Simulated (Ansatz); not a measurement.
**LuInCo4 (F-43m): equation of state**

The task here is to estimate one member of a computed series from the others.

Computed with Ansatz 0.2.0 (DFT LDA, scalar-relativistic, plane waves, PAW, unless a step's input says otherwise).

## The system as given

Symmetry: F-43m, No. 216, cubic system. The conventional cell has a = 6.778 Å, b = 6.778 Å, c = 6.778 Å, α = 90.00°, β = 90.00°, γ = 90.00°. Lu (site symmetry -43m) is surrounded by 12 Co at 2.81 Å and 4 In at 2.94 Å. Around In (site symmetry -43m) lie 12 Co at 2.81 Å and 4 Lu at 2.94 Å. Co (site symmetry 3m) has 6 Co at 2.38 to 2.41 Å as nearest neighbours.

Structure file:

```cif
data_structure
_symmetry_space_group_name_H-M 'P 1'
_symmetry_Int_Tables_number 1
_cell_length_a 4.7928
_cell_length_b 4.7928
_cell_length_c 4.7928
_cell_angle_alpha 60.000
_cell_angle_beta 60.000
_cell_angle_gamma 60.000
_cell_volume 77.85
loop_
_atom_site_label
_atom_site_type_symbol
_atom_site_fract_x
_atom_site_fract_y
_atom_site_fract_z
_atom_site_occupancy
Lu1 Lu 0.75000 0.75000 0.75000 1
In1 In 0.00000 0.00000 0.00000 1
Co1 Co 0.37436 0.87693 0.37436 1
Co2 Co 0.37436 0.37436 0.37436 1
Co3 Co 0.87693 0.37436 0.37436 1
Co4 Co 0.37436 0.37436 0.87693 1
```

This cell comes from an earlier session at LDA: 12.975 Å³/atom at 0.00 GPa, on a 10×10×10 mesh.

Volume factors to run: 0.980, 1.020, 0.960, 1.040.

Set-up of the first run:

input.yaml reads:

```yaml
crystal:
  lattice:
    - [0.0, 3.3663026565, 3.3663026565]
    - [3.3663026565, 0.0, 3.3663026565]
    - [3.3663026565, 3.3663026565, 0.0]
  atoms:
    - { symbol: Lu, position: [0.75, 0.75, 0.75] }
    - { symbol: In, position: [0.0, 0.0, 0.0] }
    - { symbol: Co, position: [0.374355017, 0.8769349489, 0.374355017], spin: 0.87 }
    - { symbol: Co, position: [0.374355017, 0.374355017, 0.374355017], spin: 0.87 }
    - { symbol: Co, position: [0.8769349489, 0.374355017, 0.374355017], spin: 0.87 }
    - { symbol: Co, position: [0.374355017, 0.374355017, 0.8769349489], spin: 0.87 }
basis:
  ecutwfc: 420
  ecutrho_ratio: 4
kpoints:
  mp_grid: { grid: [10, 10, 10] }
hamiltonian:
  xc: lda
scf:
  occupations: { method: gaussian, width: 0.05 }
output:
  forces: true
  stress: true
  eigenvalues: true
  populations: true
magnetization:
  spin_polarized: true
relax:
  f_tol: 0.01
  max_steps: 40
```

On the command line:

```console
$ ansatz run input.yaml --threads 2 --pin off --max-ram 5120MiB --backend cpu --events-out ev --progress --plain --runs-dir out
```

Among the steps run: Volume × 0.980; Volume × 1.020; At 0.960 of the relaxed volume; Volume × 1.040.

One of the session's tables, all rows but one given; the rest of the session is left out.

It belongs to the step «Energy and pressure against volume». 

| volume (Å³/atom) | energy (meV/atom) | pressure (GPa) | moment of atom 3 (μB) |
| --- | --- | --- | --- |
| 12.456 | 13.03 | 8.48 | 0.76 |
| 12.716 | ? | ? | ? |
| 12.975 | 0.00 | 0.00 | 0.80 |
| 13.235 | 2.99 | -3.48 | 0.83 |
| 13.494 | 11.27 | -6.50 | 0.89 |

Q: Estimate the row for volume (Å³/atom) = 12.716 from the others.

Worked estimate for «energy (meV/atom)». A straight line through the neighbours (12.456, 13.03) and (12.975, 0.00) gives 13.03 + (0.00 − 13.03) × (12.716 − 12.456) / (12.975 − 12.456) = 6.50; a parabola fitted to 3 rows on both sides gives 3.34.

As computed: energy (meV/atom): 3.06; pressure (GPa): 3.98; moment of atom 3 (μB): 0.77. In «energy (meV/atom)» the line misses by +3.44 and the parabola by +0.28.

To keep in mind: Warnings in the runs' records: stress scf threshold loose, stability check not made.
